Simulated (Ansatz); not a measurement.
# Molecular dynamics of LiMn8O8

The input (input.yaml):

```yaml
accuracy: low
crystal:
  lattice:
    - [0.0, 4.4169, 4.4169]
    - [4.4169, 0.0, 4.4169]
    - [4.4169, 4.4169, 0.0]
  atoms:
    - { symbol: Mn, position: [0.01438796, 0.01443095, -0.04321753], spin: 4.04 }
    - { symbol: O, position: [0.25443918, 0.25463958, 0.23640991], spin: 0.28 }
    - { symbol: Mn, position: [0.01446229, 0.01450214, 0.51449258], spin: 4.04 }
    - { symbol: O, position: [0.2544036, 0.25460202, 0.75456791], spin: 0.28 }
    - { symbol: Mn, position: [-0.00631447, 0.50213523, 0.0021154], spin: 4.2 }
    - { symbol: O, position: [0.2377385, 0.75416302, 0.2541154], spin: 0.23 }
    - { symbol: Mn, position: [0.01436298, 0.45686593, 0.51439697], spin: 4.04 }
    - { symbol: O, position: [0.25445164, 0.73640618, 0.75461816], spin: 0.28 }
    - { symbol: Mn, position: [0.50198326, -0.00607025, 0.00206857], spin: 4.2 }
    - { symbol: O, position: [0.75382189, 0.23819847, 0.25405485], spin: 0.23 }
    - { symbol: Mn, position: [0.45634289, 0.01456515, 0.51455591], spin: 4.04 }
    - { symbol: O, position: [0.73644734, 0.2545708, 0.75453699], spin: 0.28 }
    - { symbol: Mn, position: [0.5020107, 0.50211729, 0.00209765], spin: 4.2 }
    - { symbol: O, position: [0.75385784, 0.75414045, 0.25409316], spin: 0.23 }
    - { symbol: Mn, position: [0.50199039, 0.50209553, 0.49388833], spin: 4.2 }
    - { symbol: O, position: [0.75383145, 0.75411188, 0.73812207], spin: 0.23 }
    - { symbol: Li, position: [0.87456304, 0.87534652, 0.37522367] }
magnetization:
  spin_polarized: true
basis:
  ecutwfc: 500.0
kpoints:
  mp_grid: { grid: [2, 2, 2] }
hamiltonian:
  xc: r2scan
  dispersion: d3bj
scf:
  occupations: { method: fermi_dirac, width: 0.05 }
  lower_state_search: "off"
md:
  timestep: 1
  n_steps: 90
  ensemble: nvt_langevin
  temperature: 1200.0
  initial_velocities: maxwell_boltzmann
  seed: 215282
  friction: 0.01
```

Run as:

```bash
$ ansatz run input.yaml --threads 4 --pin off --max-ram 10240MiB --backend cpu --events-out ev --progress --plain --runs-dir out
```

It starts from a relaxed structure.

Output, in part (warnings, step lines):

```
WARN: dispersion: an atom stands within reach of a switch of its C6 between two reference coordination numbers of its element: through that C6 alone, e_disp changes by 0.025 eV or more while the distances to its neighbours run over a stretch of 0.05 Å that contains this geometry (sites counted from …
md step     0: t =     0.00 fs  T =  1129.4 K  F+E_penalty+E_count = -35993.20174263 eV  E_kin = 2.481792 eV  (21 SCF iters)
[... lines left out ...]
```

The steps, from the saved trajectory:

| time (fs) | T (K) | potential energy less start (eV) |
| --- | --- | --- |
| 0.0 | 1129 | 0.000 |
| 3.0 | 966 | 0.105 |
| 6.0 | 917 | 0.365 |
| 9.0 | 780 | 0.714 |
| 12.0 | 592 | 1.012 |
| 15.0 | 584 | 1.192 |
| 18.0 | 565 | 1.247 |
| 21.0 | 552 | 1.225 |
| 24.0 | 672 | 1.110 |
| 27.0 | 740 | 1.013 |
| 30.0 | 733 | 1.028 |
| 33.0 | 709 | 1.186 |
| 36.0 | 660 | 1.463 |
| 39.0 | 689 | 1.612 |
| 42.0 | 667 | 1.642 |
| 45.0 | 731 | 1.646 |
| 48.0 | 687 | 1.725 |
| 51.0 | 661 | 1.879 |
| 54.0 | 654 | 2.041 |
| 57.0 | 686 | 2.179 |
| 60.0 | 572 | 2.220 |
| 63.0 | 549 | 2.136 |
| 66.0 | 696 | 1.910 |
| 69.0 | 913 | 1.586 |
| 72.0 | 1302 | 1.250 |
| 75.0 | 1336 | 1.099 |
| 78.0 | 1202 | 1.210 |
| 81.0 | 953 | 1.507 |
| 84.0 | 752 | 1.823 |
| 87.0 | 736 | 1.998 |
| 90.0 | 808 | 2.051 |

The run went to its last step. The mean temperature of the second half is 30 % below the set value. A run of 0.09 ps of so small a system gives no equilibrium averages. No Hubbard correction was used and the magnetic state wasn't searched. Limits of this set-up: coarse k mesh, low accuracy level.

Mean squared displacements from the first frame to the last, about the centre of mass: Mn 0.03 Å², O 0.05 Å², Li 0.17 Å².

Last frame:

```xyz
17
Lattice="0.0000 4.4169 4.4169 4.4169 0.0000 4.4169 4.4169 4.4169 0.0000" Properties=species:S:1:pos:R:3
Mn -0.047 -0.373 0.162
O 2.145 2.162 2.220
Mn 2.451 2.099 0.311
O 4.471 4.427 2.295
Mn 2.058 -0.161 2.420
O 4.503 2.397 4.372
Mn 4.352 2.253 2.134
O 6.731 4.104 4.401
Mn 0.042 2.232 2.118
O 2.229 4.515 4.501
Mn 2.342 4.412 2.187
O 4.706 6.337 4.337
Mn 2.195 2.204 4.454
O 4.648 4.269 6.934
Mn 4.437 4.356 4.517
O 6.644 6.724 6.725
Li 5.670 5.843 7.838
```

Run time: 29 min on 4 threads of Arm Neoverse V1, with other jobs on the host, peak memory 1.3 GiB.
